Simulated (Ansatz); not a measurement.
# RuAu (Pm-3m) in Ansatz: reference runs

How does RuAu come out in PBE? The cell is run as given and disturbed, and energy against volume gives the equilibrium volume and stiffness.

Everything below comes from runs of Ansatz 0.2.0. Logs are shortened: lines on timing, memory, paths and dates and some standing lists are left out, and cuts for length are marked.

### Step 1. The crystal as given

It takes space group Pm-3m (No. 221, cubic). The conventional cell has a = 3.165 Å, b = 3.165 Å, c = 3.165 Å, α = 90.00°, β = 90.00°, γ = 90.00°. Ru (site symmetry m-3m) has 8 Au at 2.74 Å as nearest neighbours. Around Au (site symmetry m-3m) lie 8 Ru at 2.74 Å.

The cell was built by a generator and needn't be a form met in nature.

### Step 2. Single point, PBE

The input, input.yaml:

```yaml
crystal:
  lattice:
    - [3.16481, 0.0, 0.0]
    - [0.0, 3.16481, 0.0]
    - [0.0, 0.0, 3.16481]
  atoms:
    - { symbol: Ru, position: [0.0, 0.0, 0.0] }
    - { symbol: Au, position: [0.5, 0.5, 0.5] }
hamiltonian:
  xc: pbe
  pseudopotentials: { kind: paw }
kpoints:
  mp_grid: { grid: [8, 8, 8] }
scf:
  occupations: { method: fermi_dirac, width: 0.05 }
output:
  forces: true
  stress: true
  eigenvalues: true
```

Potentials or basis: Ansatz PAW.

On the command line:

```console
$ ansatz run input.yaml --threads 2 --pin off --max-ram 5632MiB --backend cpu --events-out ev --progress --plain --runs-dir out
```

The log of the run:

```text
Warning: RAYON_NUM_THREADS=2 ignored (pool sized by the plan → 2); use --threads N
Engine: ansatz 0.2.0, x86_64-unknown-linux-gnu
Pseudopotentials: kind: paw
Pseudopotential: Ru, paw, valence charge 16, recommended cutoff 420 eV (normal), Ru.paw.azcp
Pseudopotential: Au, paw, valence charge 19, recommended cutoff 420 eV (normal), Au.paw.azcp
Functional definition: PBE
  parameter kappa = 0.804
  parameter beta = 0.06672455060314922
  exchange = pbe_x(kappa = kappa, mu = beta*pi^2/3)
  correlation = pbe_c(beta = beta)
Crystal: 2 atoms, lattice volume = 31.699 Å³
Basis set: ecut = 420 eV, 619 PW (Γ), exchange–correlation on 48×48×48 points (8 copies of the dense FFT grid, shifted against one another)
Bands: 22, of which v1, the nominal top of the filled ones, is band 18 counted from 1 (17 counted from 0)
Symmetry: 48 space group operations
Space group: Pm-3m (ITA 221), of the structure as read, at distance tolerance 3.2e-5 Å
k-points: 35 of 512
Non-local potential: Ru, projectors of the file, l = 0: 3, l = 1: 2, l = 2: 2, l = 3: 1
Non-local potential: Au, projectors of the file, l = 0: 3, l = 1: 2, l = 2: 2, l = 3: 1
PAW form: soft (Blöchl's): semilocal exchange-correlation on the pseudo side does not see the compensation charge
PAW one-centre angular grid: Ru, 590 points (default); XC on 64 Gauss nodes
PAW one-centre angular grid: Au, 590 points (default); XC on 64 Gauss nodes
Initial density: superposition of atomic densities (neutral atoms: chi_scale 0, normalization atom), corrected by the library's trained network
Initial wavefunctions: pseudopotential atomic-orbital guess
Functional: x = pbe(κ = 0.804, μ = 0.2195149727645171), c = pbe(β = 0.06672455060314922)
SCF iter   1: F=—  HF=-19026.811303 eV  |F-HF|=—  |Δ(HF+E_count)|=         —  Δρ=3.18e-3  dr2=1.19e-3  ethr=1.77e-3  ⟨swp⟩=4.7  Hψ=2928  notcnv=0
preconditioner: auto → none  [metal: Δε(μ)=0.063 eV  Ē_g=8.762 eV  σ=0.050 eV  W_gap=0.29  n_scr=6 (ndim 8)  ℏωp=28.7 eV  f_vac=0.000  D(μ)=3.05/eV (n_scr^D=32)  sad-step TF]
SCF iter   2: F=—  HF=-19026.813067 eV  |F-HF|=—  |Δ(HF+E_count)|=   1.76e-3  Δρ=1.87e-3  dr2=4.94e-4  ethr=3.41e-6  ⟨swp⟩=2.0  Hψ=1617  notcnv=0
SCF iter   3: F=—  HF=-19026.813434 eV  |F-HF|=—  |Δ(HF+E_count)|=   3.67e-4  Δρ=1.83e-4  dr2=5.56e-6  ethr=1.41e-6  ⟨swp⟩=2.0  Hψ=1328  notcnv=0
SCF iter   4: F=—  HF=-19026.813424 eV  |F-HF|=—  |Δ(HF+E_count)|=   9.78e-6  Δρ=6.63e-5  dr2=7.13e-7  ethr=1.59e-8  ⟨swp⟩=2.0  Hψ=1351  notcnv=0
iter 5 did not close the SCF: its close was put off for the readings that it lacked (scf_convergence_deferred on its scf_iter line)
SCF iter   5: F=-19026.813425 eV  HF=-19026.813425 eV  |F-HF|=5.46e-11  |Δ(HF+E_count)|=   3.13e-7  Δρ=1.47e-5  dr2=4.52e-8  ethr=2.04e-9  ⟨swp⟩=2.0  Hψ=1351  notcnv=0
SCF iter   6: F=-19026.813425 eV  HF=-19026.813425 eV  |F-HF|=2.44e-10  |Δ(HF+E_count)|=   1.76e-8  Δρ=3.73e-6  dr2=1.73e-9  ethr=1.29e-10  ⟨swp⟩=2.0  Hψ=2711  notcnv=0
SCF 1 converged in 6 iterations: F = -19026.813425 eV  dr2 = 1.73e-9
SCF converged after 6 iterations
Free energy (F): -19026.813425 eV
Harris-Foulkes:  -19026.813425 eV  (|F-HF|=2.44e-10)
Internal energy: -19026.788035 eV  (E = F + TS)
E sigma→0 (E₀):  -19026.800730 eV
Entropy (-TS):   -0.025390 eV (-12.695 meV/atom)
Fermi energy:    20.967263 eV
--- Per-component energies (eV) ---
  E_band       = -290.666864
  E_kinetic    = 1117.330885
  E_local      = -3040.459489  (includes V_loc(G=0)·N_el)
  E_nonlocal   = 417.417253
  E_hartree    = 1155.514808
  E_xc         = -417.895528
  E_vxc        = -513.582635  (∫ρ·V_xc dr)
  E_paw        = -13166.900742  (= ΣΔE_a)
  E_vpaw       = -582.401692  (= ΣTr[D̂ρ^β])
  E_aug_tail   = 0.001279  (compensation charges beyond the density's cutoff)
  E_ewald      = -5091.796500
  E_smearing   = -0.025390  (= −TS)
  E_closure    = 0.000000  (closes the sum)
  Σ components = -19026.813425   (vs F -19026.813425, Δ=0.00e0)
--- Forces (eV/Å), atoms counted from 1 ---
  atom   1  Ru    -0.00000000     0.00000000     0.00000000
  atom   2  Au     0.00000000     0.00000000    -0.00000000
  max |Σ_I F_I| component: 6.51e-29 eV/Å
--- Stress (GPa, compression-positive) ---
        0.396623       0.000000       0.000000
        0.000000       0.396623       0.000000
        0.000000       0.000000       0.396623
  P = ⅓ Tr σ = 0.3966 GPa (3.966 kbar)
--- Band table (eV; the first three rows and the last of 35) ---
  k-point 0: bands = ["-84.8608", "-51.5519", "-36.2657", "-36.2657", "-36.2657", "-21.4982", "-21.4982", "-21.4982", "12.0347", "14.4168", "14.4168", "16.6699", "16.6699", "16.6699", "19.8269", "19.8269", "21.5056", "21.5056", "21.5056", "28.5770", "28.5770", "28.5770"]
  k-point 1: bands = ["-84.8607", "-51.5510", "-36.2709", "-36.2652", "-36.2652", "-21.5145", "-21.4975", "-21.4975", "12.3362", "14.5383", "14.6135", "16.6462", "16.6462", "16.7511", "19.6191", "19.9096", "21.0769", "21.0769", "21.3702", "27.1741", "29.3947", "29.3947"]
  k-point 2: bands = ["-84.8604", "-51.5487", "-36.2834", "-36.2639", "-36.2639", "-21.5537", "-21.4960", "-21.4960", "13.1660", "14.8751", "15.1413", "16.6000", "16.6000", "16.9670", "19.0779", "20.0523", "20.2355", "20.2355", "21.0257", "24.7291", "31.3937", "31.3937"]
  k-point 34: bands = ["-84.8582", "-51.5317", "-36.2962", "-36.2962", "-36.2962", "-21.5874", "-21.5874", "-21.5874", "15.4918", "15.4918", "15.4918", "17.4491", "17.4491", "17.4491", "18.2466", "18.2466", "21.4924", "21.4924", "24.3746", "29.5663", "29.8190", "29.8190"]
```

It took 1.7 s on 2 threads of Intel Xeon at 2.50GHz (Skylake/Cascade Lake), shared host; peak memory 0.33 GiB.

Results:

```
Free energy            : -19026.8134 eV
Pressure               : 0.4 GPa
Band gap on the k mesh : none (metal or under the smearing width)
```

### Step 3. Single point, PBE (atoms moved at random, drawn with an rms of 0.05 Å)

input.yaml, as its differences from that of step 2:

```diff
@@ -6,4 +6,4 @@
   atoms:
-    - { symbol: Ru, position: [0.0, 0.0, 0.0] }
-    - { symbol: Au, position: [0.5, 0.5, 0.5] }
+    - { symbol: Ru, position: [0.004585, -0.002869, 0.00412] }
+    - { symbol: Au, position: [0.485395, 0.498966, 0.497092] }
 hamiltonian:
```

Potentials or basis: Ansatz PAW.

On the command line:

```console
$ ansatz run input.yaml --threads 2 --pin off --max-ram 5632MiB --backend cpu --events-out ev --progress --plain --runs-dir out
```

Wall time 12 s (2 threads of Intel Xeon at 2.50GHz (Skylake/Cascade Lake), shared host); peak memory 0.49 GiB.

It converged, with:

```yaml
Free_energy: -19026.7955 eV
Pressure: 0.8 GPa
Largest_force: 0.554 eV/Å
Band_gap_on_the_k_mesh: none (metal or under the smearing width)
```

Forces in eV/Å, atoms in the order of the input:
```
Ru  -0.517  0.050 -0.192
Au   0.517 -0.050  0.192
```

Stress tensor (GPa, compression positive):
```
 0.57 -0.06  0.24
-0.06  0.86 -0.02
 0.24 -0.02  0.83
```

Levels at points of the mesh, in eV from the Fermi level:
```
              k point  band 14  band 15  band 16  band 17  band 18  band 19  band 20  band 21
   (0.00, 0.00, 0.00)    -4.30    -1.17    -1.14     0.52     0.52     0.54     7.61     7.61
  (0.00, 0.00, -0.50)    -3.66    -2.81    -1.79    -1.67    -1.62    -0.48     1.40    14.08
  (0.00, -0.50, 0.00)    -3.66    -2.81    -1.80    -1.67    -1.61    -0.48     1.40    14.08
 (0.00, -0.50, -0.50)    -2.33    -0.80     0.21     0.21     0.45     0.78     0.78     5.61
  (-0.50, 0.00, 0.00)    -3.66    -2.83    -1.76    -1.69    -1.68    -0.48     1.42    14.08
 (-0.50, 0.00, -0.50)    -2.31    -0.80     0.21     0.24     0.45     0.80     0.80     5.61
 (-0.50, -0.50, 0.00)    -2.31    -0.80     0.21     0.23     0.45     0.79     0.80     5.61
(-0.50, -0.50, -0.50)    -3.52    -2.73    -2.73     0.52     0.52     3.40     8.37     8.57
```

### Step 4. Single point, PBE, 14.90 Å³/atom (volume scaled by 0.94)

The input, input.yaml:

```yaml
crystal:
  lattice:
    - [3.1002039127, 0.0, 0.0]
    - [0.0, 3.1002039127, 0.0]
    - [0.0, 0.0, 3.1002039127]
  atoms:
    - { symbol: Ru, position: [0.0, 0.0, 0.0] }
    - { symbol: Au, position: [0.5, 0.5, 0.5] }
hamiltonian:
  xc: pbe
  pseudopotentials: { kind: paw }
kpoints:
  mp_grid: { grid: [8, 8, 8] }
scf:
  occupations: { method: fermi_dirac, width: 0.05 }
output:
  forces: true
  stress: true
  eigenvalues: true
```

On the command line:

```console
$ ansatz run input.yaml --threads 2 --pin off --max-ram 5632MiB --backend cpu --events-out ev --progress --plain --runs-dir out
```

It took 1.7 s on 2 threads of Intel Xeon at 2.50GHz (Skylake/Cascade Lake), shared host; peak memory 0.33 GiB.

The run converged. Its results:

```
Free energy            : -19026.7238 eV
Pressure               : 15.6 GPa
Band gap on the k mesh : none (metal or under the smearing width)
```

### Step 5. Single point, PBE, 15.22 Å³/atom (volume scaled by 0.96)

input.yaml, as its differences from that of step 4:

```diff
@@ -2,5 +2,5 @@
   lattice:
-    - [3.1002039127, 0.0, 0.0]
-    - [0.0, 3.1002039127, 0.0]
-    - [0.0, 0.0, 3.1002039127]
+    - [3.122037054, 0.0, 0.0]
+    - [0.0, 3.122037054, 0.0]
+    - [0.0, 0.0, 3.122037054]
   atoms:
@@ -19 +19,5 @@
   eigenvalues: true
+  write_density: true
+  write_potential: true
+  elf: true
+  volumetric_format: npy
```

On the command line:

```console
$ ansatz run input.yaml --threads 2 --pin off --max-ram 5632MiB --backend cpu --events-out ev --progress --plain --runs-dir out
```

It took 2.2 s on 2 threads of Intel Xeon at 2.50GHz (Skylake/Cascade Lake), shared host; peak memory 0.34 GiB.

Results (log left out):

| Quantity | Value |
| --- | --- |
| Free energy | -19026.7742 eV |
| Pressure | 9.9 GPa |
| Band gap on the k mesh | none (metal or under the smearing width) |

### Step 6. Single point, PBE, 15.53 Å³/atom (volume scaled by 0.98)

The input, input.yaml:

```yaml
crystal:
  lattice:
    - [3.1435690244, 0.0, 0.0]
    - [0.0, 3.1435690244, 0.0]
    - [0.0, 0.0, 3.1435690244]
  atoms:
    - { symbol: Ru, position: [0.0, 0.0, 0.0] }
    - { symbol: Au, position: [0.5, 0.5, 0.5] }
hamiltonian:
  xc: pbe
  pseudopotentials: { kind: paw }
kpoints:
  mp_grid: { grid: [8, 8, 8] }
scf:
  occupations: { method: fermi_dirac, width: 0.05 }
output:
  forces: true
  stress: true
  eigenvalues: true
```

Potentials or basis: Ansatz PAW.

On the command line:

```console
$ ansatz run input.yaml --threads 2 --pin off --max-ram 5632MiB --backend cpu --events-out ev --progress --plain --runs-dir out
```

Wall time 1.7 s (2 threads of Intel Xeon at 2.50GHz (Skylake/Cascade Lake), shared host); peak memory 0.33 GiB.

It converged, with:

- Free energy: -19026.8032 eV
- Pressure: 4.9 GPa
- Band gap on the k mesh: none (metal or under the smearing width)

### Step 7. Single point, PBE, 15.85 Å³/atom

input.yaml, as its differences from that of step 6:

```diff
@@ -2,5 +2,5 @@
   lattice:
-    - [3.1435690244, 0.0, 0.0]
-    - [0.0, 3.1435690244, 0.0]
-    - [0.0, 0.0, 3.1435690244]
+    - [3.16481, 0.0, 0.0]
+    - [0.0, 3.16481, 0.0]
+    - [0.0, 0.0, 3.16481]
   atoms:
```

On the command line:

```console
$ ansatz run input.yaml --threads 2 --pin off --max-ram 5632MiB --backend cpu --events-out ev --progress --plain --runs-dir out
```

Run time: 1.7 s. Hardware: 2 threads of Intel Xeon at 2.50GHz (Skylake/Cascade Lake), shared host; peak memory 0.33 GiB.

The run converged. Its results:

| Quantity | Value |
| --- | --- |
| Free energy | -19026.8134 eV |
| Pressure | 0.4 GPa |
| Band gap on the k mesh | none (metal or under the smearing width) |

### Step 8. Single point, PBE, 16.17 Å³/atom (volume scaled by 1.02)

input.yaml, as its differences from that of step 7:

```diff
@@ -2,5 +2,5 @@
   lattice:
-    - [3.16481, 0.0, 0.0]
-    - [0.0, 3.16481, 0.0]
-    - [0.0, 0.0, 3.16481]
+    - [3.1857696174, 0.0, 0.0]
+    - [0.0, 3.1857696174, 0.0]
+    - [0.0, 0.0, 3.1857696174]
   atoms:
```

On the command line:

```console
$ ansatz run input.yaml --threads 2 --pin off --max-ram 5632MiB --backend cpu --events-out ev --progress --plain --runs-dir out
```

Wall time 1.8 s (2 threads of Intel Xeon at 2.50GHz (Skylake/Cascade Lake), shared host); peak memory 0.33 GiB.

Results (log left out):

```yaml
Free_energy: -19026.8070 eV
Pressure: -3.5 GPa
Band_gap_on_the_k_mesh: none (metal or under the smearing width)
```

### Step 9. Single point, PBE, 16.48 Å³/atom (volume scaled by 1.04)

input.yaml, as its differences from that of step 8:

```diff
@@ -2,5 +2,5 @@
   lattice:
-    - [3.1857696174, 0.0, 0.0]
-    - [0.0, 3.1857696174, 0.0]
-    - [0.0, 0.0, 3.1857696174]
+    - [3.2064570128, 0.0, 0.0]
+    - [0.0, 3.2064570128, 0.0]
+    - [0.0, 0.0, 3.2064570128]
   atoms:
```

Potentials or basis: Ansatz PAW.

On the command line:

```console
$ ansatz run input.yaml --threads 2 --pin off --max-ram 5632MiB --backend cpu --events-out ev --progress --plain --runs-dir out
```

It took 1.7 s on 2 threads of Intel Xeon at 2.50GHz (Skylake/Cascade Lake), shared host; peak memory 0.34 GiB.

It converged, with:

* Free energy: -19026.7860 eV
* Pressure: -7.0 GPa
* Band gap on the k mesh: none (metal or under the smearing width)

### Step 10. Single point, PBE, 16.80 Å³/atom (volume scaled by 1.06)

input.yaml, as its differences from that of step 9:

```diff
@@ -2,5 +2,5 @@
   lattice:
-    - [3.2064570128, 0.0, 0.0]
-    - [0.0, 3.2064570128, 0.0]
-    - [0.0, 0.0, 3.2064570128]
+    - [3.2268808565, 0.0, 0.0]
+    - [0.0, 3.2268808565, 0.0]
+    - [0.0, 0.0, 3.2268808565]
   atoms:
```

On the command line:

```console
$ ansatz run input.yaml --threads 2 --pin off --max-ram 5632MiB --backend cpu --events-out ev --progress --plain --runs-dir out
```

It took 1.6 s on 2 threads of Intel Xeon at 2.50GHz (Skylake/Cascade Lake), shared host; peak memory 0.33 GiB.

The run converged. Its results:

- Free energy: -19026.7522 eV
- Pressure: -10.0 GPa
- Band gap on the k mesh: none (metal or under the smearing width)

### Step 11. Equation of state, PBE

No new run: the results of the series are fitted here.

Results:

| Property | Result |
| --- | --- |
| Equilibrium volume | 15.88 Å³/atom |
| Bulk modulus | 207 GPa |
| Pressure derivative of the bulk modulus | 5.3 |

Energy against volume, from the lowest point:
```tsv
volume (Å³/atom)	energy (meV/atom)
14.898	44.80
15.215	19.63
15.532	5.10
15.849	0.00
16.166	3.19
16.483	13.69
16.800	30.63
```

### Step 12. Overview

| task | cell | gap on the mesh (eV) | pressure (GPa) |
| --- | --- | --- | --- |
| single point | as given | none | 0.4 |
| single point | atoms moved at random, drawn with an rms of 0.05 Å | none | 0.8 |
| equation of state | as given | - | - |

Alike in all rows: level PBE; potentials or basis Ansatz PAW; no spin polarisation; k mesh 8 × 8 × 8; cutoff (eV) 420; smearing fermi-dirac 0.05 eV.

Total energies depend on the potentials used, so only differences within one code and one set of settings carry meaning.
